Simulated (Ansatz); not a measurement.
# C5H7AlClFO2: vertical ionisation energy

One table from this session's results is given with a row withheld; the runs are named, their logs left out.

Method: unrestricted cation, the program's frozen cores in correlated methods; program: Ansatz 0.2.0, Gaussian basis.

The runs, in order: UKS PBE-D4/def2-TZVPP; UKS r2SCAN-D4/def2-TZVPP; UKS PBE0-D4/def2-TZVPP; UKS B3LYP-D4/def2-TZVPP; UKS wB97X-V/def2-TZVPP; UKS wB97M-V/def2-TZVPP; UKS B2PLYP/def2-TZVPP; UHF-CCSD(T)/def2-TZVPP; UHF-MP2/def2-QZVPP; extrapolation to the limit; then −ε(HOMO) from the neutral's earlier runs with LDA (SPW92), PBE-D4, revPBE-D4, BLYP-D4, r2SCAN-D4, B97M-V, PBE0-D4, B3LYP-D4, r2SCANh-D4, r2SCAN0-D4, HSE06-D4, BHLYP-D4, CAM-B3LYP-D4, LC-ωPBE, ωB97X-V, ωB97M-V.

1 further run of the same task is left out (it didn't finish).

### Structure used throughout

An earlier PBE0-D4 in a triple-zeta def2 set relaxation fixed the geometry.

SMILES `CC1=CC(C)=[O+][Al-]([F])([Cl])[O]1`, 17 atoms, charge 0, spin multiplicity 1.

Atoms are counted from 1 here; the program's logs count them from 0.

Bond lengths: C1–C2 1.488 Å, C1–H11 1.088 Å, C1–H12 1.093 Å, C1–H13 1.093 Å, C2–C3 1.394 Å, C2–O10 1.278 Å, C3–C4 1.394 Å, C3–H14 1.080 Å, C4–C5 1.488 Å, C4–O6 1.278 Å, C5–H15 1.088 Å, C5–H16 1.093 Å, C5–H17 1.093 Å, O6–Al7 1.798 Å, Al7–F8 1.649 Å, Al7–Cl9 2.100 Å, Al7–O10 1.798 Å. Angles: C2–C1–H11 112.5°, C2–C1–H12 109.0°, C2–C1–H13 108.9°, H11–C1–H12 109.8°, H11–C1–H13 109.7°, H12–C1–H13 106.9°, C1–C2–C3 120.9°, C1–C2–O10 115.4°, C3–C2–O10 123.7°, C2–C3–C4 123.2°, C2–C3–H14 118.4°, C4–C3–H14 118.4°, C3–C4–C5 120.9°, C3–C4–O6 123.7°, C5–C4–O6 115.4°, C4–C5–H15 112.5°, C4–C5–H16 108.9°, C4–C5–H17 109.0° and more.

Set-up of the first run:

Contents of in.yaml:

```yaml
crystal:
  periodic: [false, false, false]
  atoms:
    - {symbol: C, position_ang: [1.571671, -2.084424, -0.519630]}
    - {symbol: C, position_ang: [0.901146, -0.841608, -0.050031]}
    - {symbol: C, position_ang: [-0.375940, -0.505124, -0.497107]}
    - {symbol: C, position_ang: [-1.056131, 0.637036, -0.076651]}
    - {symbol: C, position_ang: [-2.426928, 0.935401, -0.573167]}
    - {symbol: O, position_ang: [-0.572286, 1.488725, 0.743711]}
    - {symbol: Al, position_ang: [1.064893, 1.437814, 1.484570]}
    - {symbol: F, position_ang: [0.937085, 1.297830, 3.122169]}
    - {symbol: Cl, position_ang: [2.255498, 3.000781, 0.742753]}
    - {symbol: O, position_ang: [1.574002, -0.132608, 0.772780]}
    - {symbol: H, position_ang: [0.953525, -2.655380, -1.209173]}
    - {symbol: H, position_ang: [1.824802, -2.700367, 0.346806]}
    - {symbol: H, position_ang: [2.513699, -1.816079, -1.004472]}
    - {symbol: H, position_ang: [-0.866988, -1.167679, -1.194272]}
    - {symbol: H, position_ang: [-2.794224, 0.176904, -1.261169]}
    - {symbol: H, position_ang: [-2.419356, 1.909811, -1.068042]}
    - {symbol: H, position_ang: [-3.103568, 1.018368, 0.280923]}
basis:
  gaussian: {orbitals: def2-TZVPP}
total_charge: 1
magnetization: {spin_polarized: true, initial_magnetization: 1}
hamiltonian: {xc: pbe, dispersion: d4}
```

Run with:

```bash
ansatz run in.yaml --threads 4 --pin off --events-out ev --progress --plain --max-ram 66560MiB --backend cuda --devices 0, --max-vram 37GiB
```

Among the steps run: Cation, UKS PBE-D4/def2-TZVPP; Cation, UKS r2SCAN-D4/def2-TZVPP; Cation, UKS PBE0-D4/def2-TZVPP; Cation, UKS B3LYP-D4/def2-TZVPP; Cation, UKS wB97X-V/def2-TZVPP; Cation, UKS wB97M-V/def2-TZVPP; Cation, UKS B2PLYP (frozen core)/def2-TZVPP; Cation, UHF-CCSD(T)/def2-TZVPP; Cation, UHF-MP2/def2-QZVPP.

One table of the session follows, with a row left open; its other results are not shown here.

It belongs to the step «Ionisation energies side by side». Orbital estimates, from the neutral's runs:

| functional | −ε(HOMO) (eV) |
| --- | --- |
| LDA (SPW92) | ? |
| PBE-D4 | 6.76 |
| revPBE-D4 | 6.69 |
| BLYP-D4 | 6.62 |
| r2SCAN-D4 | 7.01 |
| B97M-V | 7.02 |
| PBE0-D4 | 7.91 |
| B3LYP-D4 | 7.71 |
| r2SCANh-D4 | 7.44 |
| r2SCAN0-D4 | 8.09 |
| HSE06-D4 | 7.52 |
| BHLYP-D4 | 8.93 |
| CAM-B3LYP-D4 | 9.19 |
| LC-ωPBE | 10.46 |
| ωB97X-V | 10.13 |
| ωB97M-V | 10.04 |

**Question.** Estimate the row for LDA (SPW92).

**Answer.** −ε(HOMO) (eV): 6.97. In the column «−ε(HOMO) (eV)» it lies between PBE-D4 (6.76) and r2SCAN-D4 (7.01).
